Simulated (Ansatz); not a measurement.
# TiN: how the settings move a single-point run

How sensitive is a single-point run of TiN to its settings? A reference run comes first, then one run with altered input.

Computed with Ansatz 0.2.0 (reference: DFT, LDA, all-electron LAPW, scalar-relativistic; levels and slopes on a fine mesh, independent-particle optical spectra, unless a step's input says otherwise).

## (1) Starting point

It takes space group Fm-3m (No. 225, cubic). The conventional cell has a = 4.172 Å, b = 4.172 Å, c = 4.172 Å, α = 90.00°, β = 90.00°, γ = 90.00°. Ti (site symmetry m-3m) is surrounded by 6 N at 2.09 Å. N (site symmetry m-3m) has 6 Ti at 2.09 Å as nearest neighbours.

Structure file:

```
Ti N
1.0
     0.00000    2.08599    2.08599
     2.08599    0.00000    2.08599
     2.08599    2.08599    0.00000
Ti N
1 1
Cartesian
  0.0000 0.0000 0.0000
  2.0860 2.0860 2.0860
```

## (2) Reference

File input.yaml:

```yaml
crystal:
  lattice:
    - [0.0, 2.08599332184, 2.08599332184]
    - [2.08599332184, 0.0, 2.08599332184]
    - [2.08599332184, 2.08599332184, 0.0]
  atoms:
    - { symbol: Ti, position: [0.0, 0.0, 0.0] }
    - { symbol: "N", position: [0.5, 0.5, 0.5] }
kpoints:
  mp_grid: { grid: [16, 16, 16] }
scf:
  occupations: { method: fermi_dirac, width: 0.1 }
hamiltonian:
  xc: lda
  pseudopotentials: { kind: all_electron, lapw: { basis_error: 0.001 } }
output:
  forces: true
  stress: true
  eigenvalues: true
  eigenstates:
    nscf_kmesh: { grid: [24, 24, 24] }
    de_dk: true
    e_range: [-14, 14]
  optics:
    e_range: [0, 25]
    de: 0.2
    sigma: 0.25
    bands: { spectra_wanted_up_to: 25 }
    nscf_kmesh: { grid: [24, 24, 24] }
    drude_damping: 0.2
checkpoint:
  write: ck
  write_wavefunctions: false
```

Command:

```
$ ansatz run input.yaml --threads 1 --pin off --max-ram 3072MiB --backend cpu --events-out ev --progress --plain --runs-dir out
```

Excerpt of the output:

```text
[...]
Basis set: ecut = 352.71355318913226 eV, 283 PW (Γ), exchange–correlation at level 2
[...]
k-points: 145 of 4096
[...]
SCF iter   1: F=—  HF=-24670.442990 eV  |F-HF|=—  |Δ(HF+E_count)|=         —  Δρ=1.57e-1  dr2=5.07e0  ethr=2.03e-2  ⟨swp⟩=2.0  Hψ=15726  notcnv=0
preconditioner: auto → none  [metal: Δε(μ)=0.026 eV  Ē_g=21.536 eV  σ=0.100 eV  W_gap=0.06  n_scr=8 (ndim 8)  ℏωp=33.8 eV  f_vac=0.000  D(μ)=0.66/eV (n_scr^D=0)  sad-step TF]
[...]
SCF iter   2: F=—  HF=-24668.525571 eV  |F-HF|=—  |Δ(HF+E_count)|=    1.92e0  Δρ=3.95e-2  dr2=1.66e-1  ethr=6.63e-4  ⟨swp⟩=2.0  Hψ=28183  notcnv=0
[...]
SCF iter   8: F=—  HF=-24668.152281 eV  |F-HF|=—  |Δ(HF+E_count)|=   3.20e-8  Δρ=6.72e-7  dr2=6.40e-11  ethr=3.05e-10  ⟨swp⟩=2.0  Hψ=8135  notcnv=0
SCF iter   9: F=-24668.152281 eV  HF=-24668.152281 eV  |F-HF|=3.64e-11  |Δ(HF+E_count)|=  1.27e-10  Δρ=6.39e-8  dr2=7.53e-13  ethr=5.60e-12 (applied; sched 1.00e-12)  ⟨swp⟩=2.0  Hψ=8136  notcnv=0
[...]
SCF converged after 9 iterations
Free energy (F): -24668.152281 eV
[...]
E sigma→0 (E₀):  -24668.139530 eV
[...]
Fermi energy:    18.192083 eV
[...]
  P = ⅓ Tr σ = 0.1651 GPa (1.651 kbar)
[...]
```

Wall time 2 min (1 thread of Arm Neoverse V1, shared host); peak memory 0.47 GiB.

## (3) The same system, input altered

input.yaml, as its differences from that of step 2:

```diff
@@ -12,2 +12,3 @@
   occupations: { method: fermi_dirac, width: 0.1 }
+  convergence: { dr2_threshold: 0.0001 }
 hamiltonian:
```

Command:

```
$ ansatz run input.yaml --threads 1 --pin off --max-ram 3072MiB --backend cpu --events-out ev --progress --plain --runs-dir out
```

Log:

```text
Warning: scf.convergence.dr2_threshold = 1e-4 eV is looser than this run's default, which is 1e-7 eV or tighter. The error in the forces grows as the threshold's square root, so leave the key out unless less accurate forces are enough
Warning: scf.convergence.dr2_threshold = 1e-4 eV is looser than 1e-11 eV, the default for `output.eigenstates.de_dk` on PAW and all-electron files: empty levels that such a close leaves unsettled can have slopes far off; leave scf.convergence.dr2_threshold unset, or set it to the tightest value that every SCF of the run reaches
Warning: output.stress: scf.convergence.dr2_threshold = 1e-4 eV is looser than the 1e-7 eV advised for a printed stress on datasets or a basis made for the crystal, by an estimate of what a threshold leaves in their stress. Set scf.convergence.dr2_threshold to 1e-7 eV or tighter
LAPW: plane waves up to 9.622 Å⁻¹, error target 1.0e-3 eV per atom; small_component_spin mean_spin; N in spheres of 0.940 Å, 7 of its electrons in bands, Dirac shells []; Ti in spheres of 1.146 Å, 18 of its electrons in bands, Dirac shells [] (how accurate: hamiltonian.pseudopotentials.lapw.basis_error, Limitations)
Engine: ansatz 0.2.0
Pseudopotentials: kind: all_electron
Pseudopotential: Ti, LAPW, valence charge 18, lapw/all_electron/scalar/gaussian/Ti, Koelling and Harmon's equation, gaussian nucleus
Pseudopotential: N, LAPW, valence charge 7, lapw/all_electron/scalar/gaussian/N, Koelling and Harmon's equation, gaussian nucleus
Functional definition: SPW92
  exchange = slater_x
  correlation = pw_c
Crystal: 2 atoms, lattice volume = 18.154 Å³
Basis set: ecut = 352.71355318913226 eV, 283 PW (Γ), exchange–correlation at level 2
Bands: 17, of which v1, the nominal top of the filled ones, is band 13 counted from 1 (12 counted from 0)
Symmetry: 48 space group operations
Space group: Fm-3m (ITA 225), of the structure as read, at distance tolerance 2.6e-5 Å
k-points: 145 of 4096
Non-local potential: Ti, projectors of the file, none
Non-local potential: N, projectors of the file, none
Initial density: superposition of atomic densities (chi_scale 0.1, normalization cell, long waves kept (reshape's long-wave potential 0.00 eV rms))
Initial wavefunctions: plane waves of lowest kinetic energy (no species holds an atomic orbital)
Functional: x = slater, c = lda
iter 1 solved again at ethr=2.03e-2 eV; its pass at ethr=1.00e-1 eV (dr2=5.07e0 eV) is discarded
SCF iter   1: F=—  HF=-24670.442990 eV  |F-HF|=—  |Δ(HF+E_count)|=         —  Δρ=1.57e-1  dr2=5.07e0  ethr=2.03e-2  ⟨swp⟩=2.0  Hψ=15726  notcnv=0
preconditioner: auto → none  [metal: Δε(μ)=0.026 eV  Ē_g=21.536 eV  σ=0.100 eV  W_gap=0.06  n_scr=8 (ndim 8)  ℏωp=33.8 eV  f_vac=0.000  D(μ)=0.66/eV (n_scr^D=0)  sad-step TF]
iter 2 solved again at ethr=6.63e-4 eV; its pass at ethr=2.03e-2 eV (dr2=1.66e-1 eV) is discarded
SCF iter   2: F=—  HF=-24668.525571 eV  |F-HF|=—  |Δ(HF+E_count)|=    1.92e0  Δρ=3.95e-2  dr2=1.66e-1  ethr=6.63e-4  ⟨swp⟩=2.0  Hψ=28183  notcnv=0
automatic band count: the SCF goes on with 21 bands, as 17 were too few: the levels above may hold too much charge
SCF iter   3: F=—  HF=-24668.173679 eV  |F-HF|=—  |Δ(HF+E_count)|=   3.52e-1  Δρ=2.05e-2  dr2=8.57e-2  ethr=6.63e-4  ⟨swp⟩=2.1  Hψ=9303  notcnv=0
SCF iter   4: F=—  HF=-24668.178031 eV  |F-HF|=—  |Δ(HF+E_count)|=         —  Δρ=1.34e-2  dr2=3.61e-2  ethr=3.43e-4  ⟨swp⟩=2.0  Hψ=8691  notcnv=0
the basis was enlarged: its passes take 38.6 KiB over the memory plan, 1 of 1 planned eigensolver slots
SCF iter   5: F=—  HF=-24668.153608 eV  |F-HF|=—  |Δ(HF+E_count)|=   2.44e-2  Δρ=3.54e-3  dr2=2.59e-3  ethr=1.44e-4  ⟨swp⟩=2.0  Hψ=7735  notcnv=0
SCF iter   6: F=—  HF=-24668.152281 eV  |F-HF|=—  |Δ(HF+E_count)|=   1.33e-3  Δρ=7.37e-5  dr2=7.33e-7  ethr=1.04e-5  ⟨swp⟩=2.0  Hψ=8137  notcnv=0
SCF iter   7: F=-24668.152281 eV  HF=-24668.152281 eV  |F-HF|=1.47e-7  |Δ(HF+E_count)|=   1.94e-7  Δρ=1.98e-5  dr2=7.63e-8  ethr=2.93e-9  ⟨swp⟩=2.7  Hψ=8265  notcnv=0
SCF 1 converged in 7 iterations: F = -24668.152281 eV  dr2 = 7.63e-8
NSCF: frozen V_eff on 413 k-points
NSCF: frozen V_eff on 413 k-points
SCF converged after 7 iterations
Free energy (F): -24668.152281 eV
Harris-Foulkes:  -24668.152281 eV  (|F-HF|=1.47e-7)
Internal energy: -24668.126779 eV  (E = F + TS)
E sigma→0 (E₀):  -24668.139530 eV
Entropy (-TS):   -0.025501 eV (-12.751 meV/atom)
Fermi energy:    18.192158 eV
--- Per-component energies (eV) ---
  E_band       = -3304.964605
  E_kinetic    = 24872.289377
  E_xc         = -1277.669873
  E_electrostatic = -48262.746284  (all electrons and nuclei)
  E_smearing   = -0.025501  (= −TS)
  E_closure    = 0.000000  (closes the sum)
  E_atoms      = -24647.456737  (free atoms, spherical and without spin; not in F)
  Σ components = -24668.152281   (vs F -24668.152281, Δ=0.00e0)
  Basis errors (estimates in eV, not in F): energy 3.0e-4 per atom: plane waves 2.6e-4 (1.5e-4 summed), levels above the bands 7.4e-81, relativity 8.0e-9, radial functions 3.9e-5, core shells 1.5e-6; eigenvalues (radial functions only) 2.0e-5; not estimated: angular momenta, meshes, grids; target (lapw.basis_error) 1.0e-3; muffin-tin radii N 0.940 Å, Ti 1.146 Å
--- Forces (eV/Å), atoms counted from 1 ---
  atom   1  Ti    -0.00000000     0.00000000     0.00000000
  atom   2  N      0.00000000     0.00000000     0.00000000
  max |Σ_I F_I| component: 1.28e-30 eV/Å
--- Stress (GPa, compression-positive) ---
        0.160684       0.000000      -0.000000
        0.000000       0.160684      -0.000000
       -0.000000      -0.000000       0.160684
  P = ⅓ Tr σ = 0.1607 GPa (1.607 kbar)
--- Band table (eV; the first three rows and the last of 145) ---
  k-point 0: bands = ["-420.4285", "-420.4285", "-420.4285", "-355.6422", "-38.9501", "-15.2001", "-15.2001", "-15.2001", "1.0432", "16.1358", "16.1358", "16.1358", "17.5182", "17.5182", "17.5182", "18.8153", "18.8153", "24.3258", "31.5524", "38.5828", "38.5828"]
  k-point 1: bands = ["-420.4285", "-420.4285", "-420.4285", "-355.6422", "-38.9453", "-15.2326", "-15.2027", "-15.2027", "1.1284", "15.6605", "15.7690", "15.7690", "17.6461", "17.6461", "17.7801", "19.1929", "19.1929", "24.5270", "31.6381", "38.4654", "38.4753"]
  k-point 2: bands = ["-420.4285", "-420.4285", "-420.4285", "-355.6422", "-38.9316", "-15.3241", "-15.2100", "-15.2100", "1.3754", "14.7021", "15.0597", "15.0597", "17.9085", "17.9085", "18.1819", "20.0433", "20.0433", "25.0480", "31.7777", "38.0959", "38.0959"]
  k-point 144: bands = ["-420.4285", "-420.4285", "-420.4285", "-355.6422", "-38.7803", "-15.6610", "-15.6610", "-15.4814", "3.0376", "12.6046", "12.6046", "12.6290", "19.1978", "19.1978", "20.8119", "21.7060", "22.3882", "30.7280", "30.7280", "31.9623", "35.5267"]
--- Fermi surface from the table of eigenstates, both spin states counted (twice the sheets' area in a run without spin) ---
  How far the three rows differ hints at the mesh's error and does not bound it.
  reading                E - E_F (eV)   area (Å⁻²)  resistivity times mean free path along x, y, z (Ω·m²), under one mean free path over the surface
  by tetrahedra                0.0129       52.124  5.8651e-16  5.8651e-16  5.8651e-16
  by the states' slopes        0.0049       51.420  5.9454e-16  5.9454e-16  5.9454e-16
  on every second point        0.0249       51.246  5.9656e-16  5.9656e-16  5.9656e-16
```

It took 2 min on 1 thread of Arm Neoverse V1, shared host; peak memory 0.47 GiB.

## (4) Checking the result

This run ends as converged, with warnings (force scf threshold loose, optics on partly filled bands, settled levels scf threshold loose). Its log warns: «scf.convergence.dr2_threshold = 1e-4 eV is looser than this run's default, which is 1e-7 eV or tighter. The error in the forces grows as the threshold's square root ...»

The threshold asked is loose, but the program put off the close and ended at dr2 = 7.6e-8, so little accuracy was lost here.

To undo it: delete scf.convergence.dr2_threshold (the default then holds).

The changed convergence setting doesn't alter the result here (within 0.5 meV/atom).

## (5) Side by side

| run | ending | energy change | pressure (GPa) | gap (eV) | force (eV/Å) | cycles | time |
| --- | --- | --- | --- | --- | --- | --- | --- |
| reference | converged | 0 | 0.2 | 0.00 | 0.00 | - | 2 min |
| 1: dr2_threshold 0.0001 | converged | 0.0 meV/atom | 0.2 | 0.00 | 0.00 | 7 | 2 min |

Residual by cycle in the longest SCF loop of each run; runs are numbered as in the table. The quantity is the density residual dr2, in eV.

| cycle | reference | run 1 |
| --- | --- | --- |
| 1 | 5.07 | 5.07 |
| 2 | 0.166 | 0.166 |
| 3 | 0.0857 | 0.0857 |
| 4 | 0.0361 | 0.0361 |
| 5 | 0.00259 | 0.00259 |
| 6 | 7.3e-7 | 7.3e-7 |
| 7 | 7.6e-8 | 7.6e-8 |
| 8 | 6.4e-11 | - |
| 9 | 7.5e-13 | - |

**Reading.** With the changed convergence setting the energy agrees within 0.5 meV/atom. The reference leaves spin out although Ti can carry a moment, so its state need not be the lowest.
